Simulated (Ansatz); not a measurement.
## CsLi2F3, space group I4/mmm: a single point from an input typed as a dict, step by step

With Ansatz's Python interface.

Run as a notebook:

In [1]:
```python
import json
import warnings

import ansatz as az
import numpy as np
import pandas as pd
```

In [2]:
```python
warnings.simplefilter("ignore", az.DeckWarning)
```

In [3]:
```python
settings = {
    "crystal": {
        "lattice": [
            [-2.028419, 2.028419, 5.142321],
            [2.028419, -2.028419, 5.142321],
            [2.028419, 2.028419, -5.142321],
        ],
        "atoms": [
            {"symbol": "Cs", "position": [0.0, 0.0, 0.0]},
            {"symbol": "Li", "position": [0.690711, 0.690711, 0.0]},
            {"symbol": "Li", "position": [0.309289, 0.309289, 0.0]},
            {"symbol": "F", "position": [0.75, 0.25, 0.5]},
            {"symbol": "F", "position": [0.5, 0.5, 0.0]},
            {"symbol": "F", "position": [0.25, 0.75, 0.5]},
        ],
    },
    "kpoints": {"mp_grid": {"grid": [6, 6, 6]}},
    "hamiltonian": {"xc": "pbesol"},
    "scf": {"occupations": {"method": "fixed"}},
    "basis": {"ecutwfc": 510},
    "output": {"forces": True, "stress": True, "eigenvalues": True},
}
```

In [4]:
```python
planned = az.Session.from_dict(settings).plan(threads=1, pin="off")
outcome = planned.execute()
report = outcome.report
```

In [5]:
```python
outcome.lattice.cell_ang
```
Out [5]:
```text
array([[-2.028419,  2.028419,  5.142321],
       [ 2.028419, -2.028419,  5.142321],
       [ 2.028419,  2.028419, -5.142321]])
```

In [6]:
```python
report["mixing_algorithm"], report["preconditioner"], report["eigensolver"]
```
Out [6]:
```text
('MSR1', 'none', 'band_cg')
```

In [7]:
```python
n_atoms = len(report["lattice"]["sites"])
print("F =", round(report["free_energy_ev"], 4), "eV for", n_atoms, "atoms")
print("E(sigma -> 0) =", round(report["energy_sigma0_ev"], 4), "eV, TS =", round(report["entropy_ts_ev"], 5), "eV")
print("closed by", report["closed_by"], "after", report["n_iterations"], "iterations")
```
```text
F = -8401.5693 eV for 6 atoms
E(sigma -> 0) = -8401.5693 eV, TS = 0.0 eV
closed by deck_thresholds after 6 iterations
```

In [8]:
```python
print("band  energy (eV)  occupation (first spin channel), at k =", report["kpoints_frac"][0])
for band, (e, occ) in enumerate(zip(report["eigenvalues_ev"][0], report["occupations"][0]), start=1):
    print(f"{band:4d} {e:12.4f} {occ:9.4f}")
```
```text
band  energy (eV)  occupation (first spin channel), at k = [0.0, 0.0, 0.0]
   1     -38.9810    2.0000
   2     -38.9659    2.0000
   3     -17.4366    2.0000
   4     -17.1375    2.0000
   5     -16.8223    2.0000
   6     -15.3277    2.0000
   7      -3.0158    2.0000
   8      -2.3183    2.0000
   9      -2.3183    2.0000
  10       0.2437    2.0000
  11       0.2437    2.0000
  12       0.7871    2.0000
  13       1.5287    2.0000
  14       1.6022    2.0000
  15       1.6022    2.0000
  16       1.7206    2.0000
  17       2.0226    2.0000
  18       2.0226    2.0000
  19       9.0305    0.0000
  20       9.9863    0.0000
  21      10.4355    0.0000
  22      12.7396    0.0000
  23      12.7396    0.0000
```

In [9]:
```python
# forces, one row an atom
table = pd.DataFrame(report["forces_ev_ang"], columns=["fx", "fy", "fz"])
table.insert(0, "atom", [site["symbol"] for site in report["lattice"]["sites"]])
table.round(4)
```
Out [9]:
```text
  atom   fx   fy      fz
0   Cs  0.0  0.0  0.0000
1   Li  0.0 -0.0 -0.0028
2   Li  0.0 -0.0  0.0028
3    F  0.0  0.0  0.0000
4    F -0.0  0.0 -0.0000
5    F  0.0  0.0  0.0000
```

In [10]:
```python
# the stress is positive in compression
stress = np.array(report["stress_gpa"])
print(f"pressure {np.trace(stress) / 3:.3f} GPa")
print("stress tensor, GPa, positive in compression")
np.round(stress, 3) + 0.0
```
```text
pressure -2.464 GPa
stress tensor, GPa, positive in compression
```
Out [10]:
```text
array([[-2.531,  0.   ,  0.   ],
       [ 0.   , -2.531,  0.   ],
       [ 0.   ,  0.   , -2.33 ]])
```

In [11]:
```python
keep = ["free_energy_ev", "energy_sigma0_ev", "fermi_energy_ev", "n_iterations", "converged", "magnetization_mub", "n_kpoints"]
with open("csli2f3.json", "w") as handle:
    json.dump({key: report[key] for key in keep}, handle, indent=1)
```

In [12]:
```python
print("doubts on the final state:", report["published_state_doubts"] or "none")
print("warnings:", sorted({n["data"]["kind"] for n in outcome.notices if n["data"].get("severity") in ("warning", "doubt")}) or "none")
```
```text
doubts on the final state: none
warnings: none
```

File `csli2f3.json` afterwards:
```json
{
 "free_energy_ev": -8401.569271394605,
 "energy_sigma0_ev": -8401.569271394605,
 "fermi_energy_ev": 2.1390563611867743,
 "n_iterations": 6,
 "converged": true,
 "magnetization_mub": 0.0,
 "n_kpoints": 30
}
```

Notes:
- Absolute energies stand on the zero of these potentials, so only differences at equal settings mean something. A total without «per atom» is that of the cell as typed.
- This cell is a computed structure, which may not be the phase found in nature.
- Gaps and levels are Kohn-Sham values on a finite set of k-points, without spin-orbit coupling.
- Wall time of the script: 1.7 s on 1 thread of AMD EPYC 9R45 96-Core Processor (Zen 5), with other jobs on the host, peak memory 0.51 GiB.

(Lines on the test bed's own set-up are left out of the output.)
